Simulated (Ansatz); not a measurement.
# C2H4BrClSi: one species, many methods

The task here is to estimate one member of a computed series from the others.

Method: functionals in def2-TZVPP, the program's frozen cores in correlated methods; program: Ansatz 0.2.0, Gaussian basis.

Plan: LDA (SPW92), PBE-D4, revPBE-D4, BLYP-D4, r2SCAN-D4, B97M-V, PBE0-D4, B3LYP-D4, r2SCANh-D4, r2SCAN0-D4, HSE06-D4, BHLYP-D4, CAM-B3LYP-D4, LC-ωPBE, ωB97X-V, ωB97M-V, B2PLYP, PBE-QIDH; CCSD(T)/def2-SVP; CCSD(T)/def2-TZVPP; MP2/def2-QZVPP; extrapolation to the limit; RPA on PBE.

## Structure used throughout

An earlier PBE0-D4 in a triple-zeta def2 set relaxation fixed the geometry.

SMILES `C=C[SiH](Cl)Br`, 9 atoms, charge 0, spin multiplicity 1.

Atoms are counted from 1 here; the program's logs count them from 0.

Bond lengths: C1–C2 1.330 Å, C1–H6 1.087 Å, C1–H7 1.086 Å, C2–Si3 1.840 Å, C2–H8 1.087 Å, Si3–Cl4 2.047 Å, Si3–Br5 2.214 Å, Si3–H9 1.477 Å. Angles: C2–C1–H6 121.8°, C2–C1–H7 122.1°, H6–C1–H7 116.1°, C1–C2–Si3 120.7°, C1–C2–H8 119.7°, Si3–C2–H8 119.6°, C2–Si3–Cl4 110.5°, C2–Si3–Br5 110.2°, C2–Si3–H9 111.0°, Cl4–Si3–Br5 108.2°, Cl4–Si3–H9 108.6°, Br5–Si3–H9 108.3°.

The first run:

Contents of in.yaml:

```yaml
crystal:
  periodic: [false, false, false]
  atoms:
    - {symbol: C, position_ang: [-1.391655, -0.751319, -0.197571]}
    - {symbol: C, position_ang: [-0.613618, 0.143249, 0.405514]}
    - {symbol: Si, position_ang: [1.133153, 0.376091, -0.122681]}
    - {symbol: Cl, position_ang: [1.449962, 2.307820, -0.722898]}
    - {symbol: Br, position_ang: [2.505274, -0.059597, 1.560011]}
    - {symbol: H, position_ang: [-1.028598, -1.367339, -1.015820]}
    - {symbol: H, position_ang: [-2.424789, -0.909870, 0.097355]}
    - {symbol: H, position_ang: [-1.012428, 0.740427, 1.222091]}
    - {symbol: H, position_ang: [1.471098, -0.525862, -1.243001]}
basis:
  gaussian: {orbitals: def2-TZVPP}
hamiltonian: {xc: lda}
output: {orbitals: {seedname: orbitals}}
```

Among the steps run: LDA; PBE-D4 (GGA); revPBE-D4 (GGA); BLYP-D4 (GGA); r2SCAN-D4 (meta-GGA); B97M-V (meta-GGA); PBE0-D4 (hybrid); B3LYP-D4 (hybrid); r2SCANh-D4 (hybrid); r2SCAN0-D4 (hybrid); HSE06-D4 (hybrid); BHLYP-D4 (hybrid); CAM-B3LYP-D4 (range-separated); LC-ωPBE-D4 (range-separated; the results give it without D4); ωB97X-V (range-separated); ωB97M-V (range-separated); B2PLYP (double hybrid); PBE-QIDH (double hybrid).

One table of the session follows, with a row left open; its other results are not shown here.

It belongs to the step «Orbital energies across the functionals». 

| functional | HOMO (eV) | gap (eV) |
| --- | --- | --- |
| LDA (SPW92) | -7.30 | 4.94 |
| PBE-D4 | -7.14 | 5.04 |
| revPBE-D4 | -7.08 | 5.07 |
| BLYP-D4 | -6.96 | 5.02 |
| r2SCAN-D4 | -7.44 | 5.53 |
| B97M-V | -7.48 | 5.63 |
| PBE0-D4 | -8.36 | 7.23 |
| B3LYP-D4 | -8.09 | 6.77 |
| r2SCANh-D4 | -7.88 | 6.33 |
| r2SCAN0-D4 | ? | ? |
| HSE06-D4 | -7.96 | 6.45 |
| BHLYP-D4 | -9.36 | 9.35 |
| CAM-B3LYP-D4 | -9.66 | 9.70 |
| LC-ωPBE | -11.08 | 12.24 |
| ωB97X-V | -10.69 | 11.79 |
| ωB97M-V | -10.56 | 11.53 |

Q: Estimate the row for r2SCAN0-D4 from the others.

Worked estimate for «HOMO (eV)». Against the share of exact exchange, r2SCAN-D4 (0, -7.44), r2SCANh-D4 (0.1, -7.88) give a slope of -4.40 per unit share; at 0.25 the line stands at -8.54.

The run gave: HOMO (eV): -8.55; gap (eV): 7.52. In «HOMO (eV)» the line misses by +0.01.
